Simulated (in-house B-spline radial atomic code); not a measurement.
# Ti¹²⁺: RPA response and pair energies

Question: what are the multipole polarisabilities, the dispersion coefficients and the second-order energy of the closed shell [He] 2s2 2p6 at this nuclear charge?

Method: Dirac-Hartree-Fock, relativistic RPA and second-order many-body perturbation theory, no-pair Dirac-Coulomb, B-spline basis. Code: an in-house B-spline radial atomic code, version 1.

## (1) The atom as given

| Item | Value |
| --- | --- |
| element | titanium (Z = 22) |
| charge | +12 |
| closed shells | [He] 2s2 2p6 |
| nucleus | mass number 48, rms radius 3.592 fm |

Outer shells as boxes (Hund's rule):

Ti12+
```
[He] core
2s [↑↓]
2p [↑↓][↑↓][↑↓]
```

## (2) The run, and its mean field

The run's settings:

```ini
basis_form = 2
Z = 22
core_configuration = [He] 2s2 2p6
rms_radius = 3.5921
mass_number = 48
speed_of_light = 137.035999084
box_radius = 5.782
lmax = 7
intervals = 61
virtual_cutoff = 12100.0
```

Run with:

```
$ python run_mb.py task.json out
```

The runs that follow: The dipole field; The quadrupole and octupole field; Correlation by partial wave and pair.

Q: Predict the outcome of this session. Wanted: dipole polarisability; without coupling; quadrupole polarisability; C6 of a like pair; dipole shielding; first dipole root; second-order energy, extrapolated.

The runs gave:

```
                         quantity                                   value
            dipole polarisability                           0.01289 bohr³
                 without coupling                           0.01263 bohr³
        quadrupole polarisability                          0.002159 bohr⁵
                C6 of a like pair                  0.002843 hartree bohr⁶
                 dipole shielding                                   0.455
                first dipole root                                461.2 eV
second-order energy, extrapolated  -0.4037 hartree (-1.10 eV an electron)
```

The 2p3/2 subshell carries 59 % of the dipole polarisability of 0.0129 bohr³. Coupling the response raises it by 2 % against the uncoupled value. The dipole shielding factor is near N/Z = 0.455, as the balance of forces on the electrons requires. The largest pair energy is 2p3/2–2p1/2, 26 % of the second-order sum; the tail beyond the last partial wave adds 0.9 %.
